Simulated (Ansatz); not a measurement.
# SiHBr (triplet): the correlation ladder at distance Br1–H2 along a hydrogen transfer = 1.603 Å, cc-pVDZ

How much of the correlation energy of SiHBr (triplet) does each wave-function method recover here?

Method: cc-pVDZ, core rule «outside noble gas», up to 19 orbitals frozen; program: Ansatz 0.2.0, Gaussian basis.

To be run: UHF; CCSD(T) on ROHF; CCSD(T) on UHF; BCCD(T) on ROHF; CISD; CCSDT(Q) on ROHF; CCSDT(Q) on UHF; CCSDTQ on ROHF; CASSCF and MRCISD+Q, 4 electrons in 4 orbitals; CASSCF and NEVPT2, 4 electrons in 4 orbitals; CASSCF and MRCISD+Q, 12 electrons in 9 orbitals; CASSCF and NEVPT2, 12 electrons in 9 orbitals.

### Step 1. The system

The geometry derives from fragments relaxed apart (PBE0/def2-TZVP) and kept rigid, so it is no stationary point. A hydrogen atom is moved between rigid fragments. No spin-orbit coupling is included. The filled d shell of Br may be among the frozen orbitals whatever the setting's name suggests; the logs give the count.

3 atoms, charge 0, spin multiplicity 3.

Atoms are counted from 1 here; the program's logs count them from 0.

Bond lengths: Br1–H2 1.603 Å, H2–Si3 1.684 Å. Angles: Br1–H2–Si3 180.0°.

### Step 2. UHF

Contents of in.yaml:

```yaml
crystal:
  periodic: [false, false, false]
  atoms:
    - {symbol: Br, position_ang: [0.000000, 0.000000, -1.630000]}
    - {symbol: H, position_ang: [0.000000, 0.000000, -0.027000]}
    - {symbol: Si, position_ang: [0.000000, 0.000000, 1.657000]}
basis:
  gaussian: {orbitals: cc-pVDZ}
magnetization: {spin_polarized: true, initial_magnetization: 2}
hamiltonian: {xc: hf}
output: {orbitals: {seedname: orbitals}}
```

Command:

```bash
> ansatz run in.yaml --threads 1 --pin off --events-out ev --progress --plain --max-ram 2816MiB --backend cpu
```

Further steps of the session: CCSD(T) on ROHF; CCSD(T) on UHF; BCCD(T) on ROHF; CISD; CCSDT(Q) on ROHF; CCSDT(Q) on UHF; CCSDTQ on ROHF; CASSCF and MRCISD+Q, 4 electrons in 4 orbitals; CASSCF and NEVPT2, 4 electrons in 4 orbitals; CASSCF and MRCISD+Q, 12 electrons in 9 orbitals; CASSCF and NEVPT2, 12 electrons in 9 orbitals.

**Question.** What will the summary of the whole plan be? Wanted: RCCSDTQ below the RHF energy; RMP2 from RCCSDTQ; UMP2 from RCCSDTQ; RCCSD from RCCSDTQ; RCCSD(T) from RCCSDTQ; UCCSD(T) from RCCSDTQ; RCCSDT(Q) from RCCSDTQ; UCCSDT(Q) from RCCSDTQ; MRCISD+Q pair from RCCSDTQ.

**Answer**, as computed:

```
                         quantity                                                                                               value
     RCCSDTQ below the RHF energy                                                                                          -6.1970 eV
                RMP2 from RCCSDTQ                                                                                     +23.35 kcal/mol
                UMP2 from RCCSDTQ                                                                                     +24.29 kcal/mol
               RCCSD from RCCSDTQ                                                                                      +3.95 kcal/mol
            RCCSD(T) from RCCSDTQ                                                                                      +0.81 kcal/mol
            UCCSD(T) from RCCSDTQ                                                                                      +0.82 kcal/mol
           RCCSDT(Q) from RCCSDTQ                                                                                      +0.01 kcal/mol
           UCCSDT(Q) from RCCSDTQ                                                                                       0.00 kcal/mol
       MRCISD+Q pair from RCCSDTQ                                                                                      +0.19 kcal/mol
      NEVPT2 valence from RCCSDTQ                                                                                     +27.52 kcal/mol
    MRCISD+Q valence from RCCSDTQ                                                                                      +0.50 kcal/mol
levels within 1 kcal/mol (43 meV)  RCCSD(T), UCCSD(T), BCCD(T), RCCSDT, UCCSDT, RCCSDT(Q), UCCSDT(Q), MRCISD+Q pair, MRCISD+Q valence
                    T1 diagnostic                                                                                               0.020
   effectively unpaired electrons                                                                                                2.03
```

**Reading.** RCCSD(T) misses by +0.81 kcal/mol, 0.6 % of the correlation energy. One determinant dominates. Of the multireference levels listed MRCISD+Q pair comes nearest in total energy (+0.19 kcal/mol), which doesn't show that its space is the better one. These misses are within one basis, not against nature; the frozen cores of restricted and unrestricted runs differ, which can shift their rows.
